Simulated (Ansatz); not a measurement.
H₄Sn, SMILES [SnH4], a rigid scan of one bond length

Program: the Ansatz DFT code, driven from Python.

Run as a notebook:

```python
import ansatz as az
import numpy as np
```

```python
GEOMETRY = """
Sn    0.04080   -0.05110    0.00840
H     0.84840   -0.89510    1.23700
H    -1.63400    0.42280    0.56850
H    -0.08590   -0.99380   -1.43730
H     0.88050    1.44360   -0.41800
"""

molecule = az.Crystal.molecule()
for line in GEOMETRY.strip().splitlines():
    symbol, *xyz = line.split()
    molecule = molecule.atom(symbol, [float(v) for v in xyz])
```

```python
symbols = [site.symbol for site in molecule.cartesian_sites]
start = np.array([site.position_ang for site in molecule.cartesian_sites])
axis = (start[4] - start[0]) / np.linalg.norm(start[4] - start[0])
moving = [4]
lengths, energies = [1.555, 1.625, 1.696, 1.767, 1.837, 1.908, 1.979, 2.085], []
for length in lengths:
    xyz = start.copy()
    xyz[moving] += (length - np.linalg.norm(start[4] - start[0])) * axis
    point = az.Crystal.molecule()
    for symbol, place in zip(symbols, xyz):
        point = point.atom(symbol, place.tolist())
    model = point.calculation()
    model = model.basis(gaussian="def2-SVP")
    model = model.correlation("ccsd_t", electrons="valence")
    model = model.scf(lower_state_search="standard")
    report = model.run().report
    energies.append(report["free_energy_ev"])
    print(f"r = {length:6.3f} A  E = {energies[-1]:.5f} eV  <S^2> = {abs(report['mean_field']['state']['spin_squared']):.3f}")

fit = np.polynomial.Polynomial.fit(lengths, np.array(energies) - min(energies), 4).convert()
roots = [r.real for r in fit.deriv().roots() if abs(r.imag) < 1e-9 and fit.deriv(2)(r.real) > 0]
r_e = min(roots, key=lambda r: abs(r - lengths[int(np.argmin(energies))]))
print(f"minimum of the fit at {r_e:.4f} A, force constant {fit.deriv(2)(r_e):.2f} eV/A^2")
```

    r =  1.555 A  E = -5871.81439 eV  <S^2> = 0.000
    r =  1.625 A  E = -5871.96471 eV  <S^2> = 0.000
    r =  1.696 A  E = -5872.01947 eV  <S^2> = 0.000
    r =  1.767 A  E = -5871.99976 eV  <S^2> = 0.000
    r =  1.837 A  E = -5871.92564 eV  <S^2> = 0.000
    r =  1.908 A  E = -5871.80954 eV  <S^2> = 0.000
    r =  1.979 A  E = -5871.66387 eV  <S^2> = 0.000
    r =  2.085 A  E = -5871.41096 eV  <S^2> = 0.000
    minimum of the fit at 1.7100 A, force constant 14.04 eV/A^2

Reading the output:
- These settings explore the input space; basis and method may be short of convergence.
- The rest of the molecule is held rigid at a force-field or estimated start geometry, and the basis set is modest; single-reference methods fail as a bond breaks.
- def2 sets replace the cores of elements past krypton by effective core potentials.
- The orbitals are restricted, so S² is zero by construction.
- S² is that of the Hartree-Fock reference.
- Finished in 6 s on 1 thread of Arm Neoverse V1, on a shared host, peak memory 0.18 GiB.

(Lines on the test bed's own set-up are left out of the output.)
